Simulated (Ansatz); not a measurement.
# C2H9FSi3: the cost of one run

Program: Ansatz 0.2.0. Level of theory: RKS PBE-D4/cc-pVDZ. These are calculated values, not measurements.

**1. The structure to begin with**

Bond lengths: F1–Si2 1.585 Å, Si2–C3 1.833 Å, C3–Si4 1.883 Å, C3–C5 1.366 Å, C5–Si6 1.873 Å, Si2–H7 1.465 Å, Si2–H8 1.455 Å, Si4–H9 1.490 Å, Si4–H10 1.407 Å, Si4–H11 1.511 Å, C5–H12 1.095 Å, Si6–H13 1.533 Å, Si6–H14 1.505 Å, Si6–H15 1.464 Å. Angles (14 of 24 angles, heavy atoms first): F1–Si2–C3 106.8°, Si2–C3–Si4 110.0°, Si2–C3–C5 131.0°, Si4–C3–C5 118.9°, C3–C5–Si6 129.1°, F1–Si2–H7 111.4°, F1–Si2–H8 107.8°, C3–Si2–H7 108.2°, C3–Si2–H8 111.0°, C3–Si4–H9 105.5°, C3–Si4–H10 112.1°, C3–Si4–H11 107.9°, C3–C5–H12 122.9°, Si6–C5–H12 108.0°.

Structure file:

```xyz
15

F    -2.0058    0.1331    1.4753
Si   -1.7228   -0.5799    0.0879
C     0.0589   -0.3467   -0.2729
Si    0.6800   -1.7367   -1.3812
C     0.9409    0.6096    0.1440
Si    0.6398    2.0972    1.2417
H    -2.4940    0.0357   -0.9956
H    -2.0442   -1.9905    0.2383
H    -0.2577   -1.7734   -2.5386
H     2.0110   -1.5341   -1.7908
H     0.5149   -3.0374   -0.6299
H     2.0005    0.6020   -0.1318
H    -0.6111    2.8412    0.7590
H     0.4555    1.6602    2.6698
H     1.8121    2.9690    1.1541
```

**2. Relaxing end A**

The input, input.yaml:

```yaml
crystal:
  periodic: [false, false, false]
  atoms:
    - { symbol: F, position_ang: [-2.0058, 0.1331, 1.4753] }
    - { symbol: Si, position_ang: [-1.7228, -0.5799, 0.0879] }
    - { symbol: C, position_ang: [0.0589, -0.3467, -0.2729] }
    - { symbol: Si, position_ang: [0.68, -1.7367, -1.3812] }
    - { symbol: C, position_ang: [0.9409, 0.6096, 0.144] }
    - { symbol: Si, position_ang: [0.6398, 2.0972, 1.2417] }
    - { symbol: H, position_ang: [-2.494, 0.0357, -0.9956] }
    - { symbol: H, position_ang: [-2.0442, -1.9905, 0.2383] }
    - { symbol: H, position_ang: [-0.2577, -1.7734, -2.5386] }
    - { symbol: H, position_ang: [2.011, -1.5341, -1.7908] }
    - { symbol: H, position_ang: [0.5149, -3.0374, -0.6299] }
    - { symbol: H, position_ang: [2.0005, 0.602, -0.1318] }
    - { symbol: H, position_ang: [-0.6111, 2.8412, 0.759] }
    - { symbol: H, position_ang: [0.4555, 1.6602, 2.6698] }
    - { symbol: H, position_ang: [1.8121, 2.969, 1.1541] }
basis:
  gaussian: { orbitals: cc-pVDZ }
hamiltonian:
  xc: pbe
  dispersion: d4
relax:
  f_tol: 0.015
  max_steps: 40
```

The run is started by

```
$ ansatz run input.yaml --threads 2 --pin off --max-ram 3072MiB --backend cpu --events-out ev --progress --plain --runs-dir out
```

Q: Estimate wall time and peak memory on 2 threads of Intel Xeon Platinum 8488C (Sapphire Rapids), shared host.

About 47 s, with a peak of 0.23 GiB.
